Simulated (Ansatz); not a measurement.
**SnH3+ (triplet): from Hartree-Fock to the top rungs, def2-TZVPP**

Aim: climb from Hartree-Fock through coupled cluster and multireference methods for SnH3+ (triplet) at one geometry and basis, and see what each rung misses.

Program: Ansatz 0.2.0, Gaussian basis. Level of theory: def2-TZVPP, core rule «outside noble gas», up to 9 orbitals frozen. These are calculated values, not measurements.

The runs, in order: UHF; CCSD(T) on ROHF; CCSD(T) on UHF; BCCD(T) on ROHF; CCSDT(Q) on ROHF; CCSDT(Q) on UHF; CASSCF and MRCISD+Q, 6 electrons in 7 orbitals; CASSCF and NEVPT2, 6 electrons in 7 orbitals.

7 further runs of the same task are left out: 2 for a known fault of the program, 1 that didn't finish, 4 set aside as unsound or not needed.

### Step 1. The geometry

The geometry is a PBE0/def2-TZVP stationary point (not a proven minimum) of the parent state, kept for this charge and spin. No spin-orbit coupling is included. Elements past krypton take def2 core potentials.

4 atoms, charge 1, spin multiplicity 3.

Atoms are counted from 1 here; the program's logs count them from 0.

Bond lengths: Sn1–H2 1.715 Å, Sn1–H3 1.715 Å, Sn1–H4 1.715 Å. Angles: H2–Sn1–H3 109.7°, H2–Sn1–H4 109.7°, H3–Sn1–H4 109.7°.

### Step 2. UHF

Contents of in.yaml:

```yaml
crystal:
  periodic: [false, false, false]
  atoms:
    - {symbol: Sn, position_ang: [0.000046, 0.000005, -0.014048]}
    - {symbol: H, position_ang: [1.617032, 0.013522, 0.556831]}
    - {symbol: H, position_ang: [-0.823095, 1.394937, 0.549273]}
    - {symbol: H, position_ang: [-0.799363, -1.408992, 0.548448]}
basis:
  gaussian: {orbitals: def2-TZVPP}
total_charge: 1
magnetization: {spin_polarized: true, initial_magnetization: 2}
hamiltonian: {xc: hf}
output: {orbitals: {seedname: orbitals}}
```

The run is started by

```bash
$ ansatz run in.yaml --threads 1 --pin off --events-out ev --progress --plain --max-ram 4096MiB --backend cpu
```

After this run come: CCSD(T) on ROHF; CCSD(T) on UHF; BCCD(T) on ROHF; CCSDT(Q) on ROHF; CCSDT(Q) on UHF; CASSCF and MRCISD+Q, 6 electrons in 7 orbitals; CASSCF and NEVPT2, 6 electrons in 7 orbitals.

Before running them: what should the planned runs give, taken together? Wanted: UCCSDT(Q) below the RHF energy; RMP2 from UCCSDT(Q); UMP2 from UCCSDT(Q); RCCSD from UCCSDT(Q); RCCSD(T) from UCCSDT(Q); UCCSD(T) from UCCSDT(Q); RCCSDT(Q) from UCCSDT(Q); NEVPT2 valence from UCCSDT(Q); MRCISD+Q valence from UCCSDT(Q).

As calculated:

```
                         quantity                                                  value
   UCCSDT(Q) below the RHF energy                                             -2.9715 eV
              RMP2 from UCCSDT(Q)                                           +72.2 kJ/mol
              UMP2 from UCCSDT(Q)                                           +77.1 kJ/mol
             RCCSD from UCCSDT(Q)                                           +12.4 kJ/mol
          RCCSD(T) from UCCSDT(Q)                                            +4.2 kJ/mol
          UCCSD(T) from UCCSDT(Q)                                            +2.5 kJ/mol
         RCCSDT(Q) from UCCSDT(Q)                                            +1.8 kJ/mol
    NEVPT2 valence from UCCSDT(Q)                                           +43.0 kJ/mol
  MRCISD+Q valence from UCCSDT(Q)                                            +1.8 kJ/mol
levels within 1 kcal/mol (43 meV)  UCCSD(T), RCCSDT, UCCSDT, RCCSDT(Q), MRCISD+Q valence
                    T1 diagnostic                                                  0.033
   effectively unpaired electrons                                                   2.03
```

**Reading.** RCCSD(T) misses by +4.2 kJ/mol, 1.5 % of the correlation energy. One determinant dominates. Of the multireference levels listed MRCISD+Q valence comes nearest in total energy (+1.8 kJ/mol), which doesn't show that its space is the better one. Coupled cluster took another determinant than the lowest Hartree-Fock one. These misses are within one basis, not against nature; the frozen cores of restricted and unrestricted runs differ, which can shift their rows.
